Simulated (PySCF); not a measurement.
# C8H4Mo (Mo(CCH)4): the cost of one run

Programs: PySCF 2.14.0, with routines of our own; each step states its level. All values are computed. Atoms count from 0.

## 1. The starting structure

13 atoms, charge 0, multiplicity 3; geometry from: GFN2-xTB.

## 2. Relaxing the molecule at PBE0-D3(BJ)/def2-SVP

The job: settings as JSON, then the geometry in Å.

```
{"job": {"xc": "PBE0", "basis": "def2-SVP", "d3": "d3bj", "grid": 1, "maxiter": 30, "shake": 0.03, "kind": "geom"}, "charge": 0, "multiplicity": 3}
Mo     0.066080    -0.079570     0.009010
C     -0.012640    -0.016680     2.012480
C     -0.060740    -0.010000     3.211230
H      0.095040     0.003060     4.283050
C      1.904610    -0.018280    -0.708750
C      3.053400     0.020800    -1.080510
H      4.092220     0.005120    -1.418200
C     -0.905700     1.665620    -0.692430
C     -1.535020     2.658190    -1.025980
H     -2.037810     3.496000    -1.406200
C     -0.981700    -1.659790    -0.652510
C     -1.520040    -2.641890    -1.056340
H     -2.127070    -3.474690    -1.452660
```

The run is started by

```
$ OMP_NUM_THREADS=1 python heavy_run.py task.json out
```

This one command runs all jobs of the session in turn.

**Question.** How long does this first job take on 1 thread of Arm Neoverse V2, shared host, and how much memory does it need?

About 5.5 min, with a peak of 0.83 GiB.
